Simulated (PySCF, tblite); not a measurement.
# C₅H₇NS: geometry, infrared bands and NMR shifts

What infrared bands and NMR shifts should C₅H₇NS (`C#CC(=S)N(C)C`) show?

Programs: tblite 0.8.0 and PySCF 2.14.0, with density-fitted response routines of our own. Each step states its level of theory. These are calculated values for one molecule in the gas phase, unless marked as measured. Atoms count from 0, in the outputs and in this text.

## Step 1: The molecule as given

14 atoms, charge 0, multiplicity 1; geometry from: force field or distance geometry start.

Bonds of the start (Å): C0–C1 1.22, C1–C2 1.43, C2–S3 1.68, C2–N4 1.40, N4–C5 1.46, N4–C6 1.46, C0–H7 1.06, C5–H8 1.09, C5–H9 1.09, C5–H10 1.09, C6–H11 1.08, C6–H12 1.08, C6–H13 1.09.

## Step 2: Geometry optimisation with GFN2-xTB

The job: settings as JSON, then the geometry in Å.

```
{"job": {"kind": "relax", "xc": "GFN2-xTB", "basis": "xTB"}, "charge": 0, "multiplicity": 1}
C      2.846700    -1.121800     0.399900
C      1.955100    -0.297500     0.303200
C      0.916700     0.686400     0.211900
S      1.462900     2.261900     0.417800
N     -0.404200     0.283700    -0.041600
C     -0.774300    -1.117400    -0.223900
C     -1.518800     1.223700    -0.172500
H      3.629900    -1.829000     0.485000
H     -1.507300    -1.382000     0.539400
H     -1.214000    -1.243500    -1.210800
H      0.072400    -1.801600    -0.130500
H     -1.234500     2.260500    -0.036000
H     -1.969100     1.107400    -1.152300
H     -2.262200     0.968800     0.588100
```

Launch:

```
$ OMP_NUM_THREADS=1 python probes_run.py task.json out
```

This one command runs all jobs of the session in turn.

**Question.** This job is followed by: GFN2-xTB harmonic vibrations, gas phase; GIAO PBE0/pcSseg-1 NMR shielding, non-relativistic, gas phase. What will the session give for the following? strongest single infrared mode (GFN2-xTB); zero-point energy (GFN2-xTB); ¹³C shifts against TMS (PBE0/pcSseg-1); ¹H shifts against TMS (PBE0/pcSseg-1, means over atoms taken as alike); ³³S shifts against CS2 (PBE0/pcSseg-1); ¹⁵N shifts against NH3 (PBE0/pcSseg-1).

As calculated:

```
                                                              quantity                               value
                             strongest single infrared mode (GFN2-xTB)               1511 cm⁻¹, 165 km/mol
                                          zero-point energy (GFN2-xTB)                       66.4 kcal/mol
                                ¹³C shifts against TMS (PBE0/pcSseg-1)  185.4, 103.0, 80.1, 42.5, 37.8 ppm
¹H shifts against TMS (PBE0/pcSseg-1, means over atoms taken as alike)                3.95, 3.73, 3.50 ppm
                                ³³S shifts against CS2 (PBE0/pcSseg-1)                             431 ppm
                                ¹⁵N shifts against NH3 (PBE0/pcSseg-1)                           165.4 ppm
```

Over 40 steps the energy fell by 0.227 eV; of the close pairs, C2–N4 changed most, 1.404 to 1.341 Å. All 36 modes are real, so the xTB geometry is a minimum. The strongest single mode, at 1511 cm⁻¹, is spread over several atoms, N4, C2, H9, H8 among them. GFN2-xTB is a fitted tight-binding method: band positions and strengths are rough. Its intensities can rank the bands wrongly. C2 (thiocarbonyl carbon) lies farthest downfield among carbon, at 185.4 ppm; low-lying n→π* states of the double bond to the heteroatom give a large paramagnetic term (-249 ppm). At PBE0/pcSseg-1: The widest tensor belongs to S3: span 1089 ppm, with a paramagnetic part of -982 ppm.
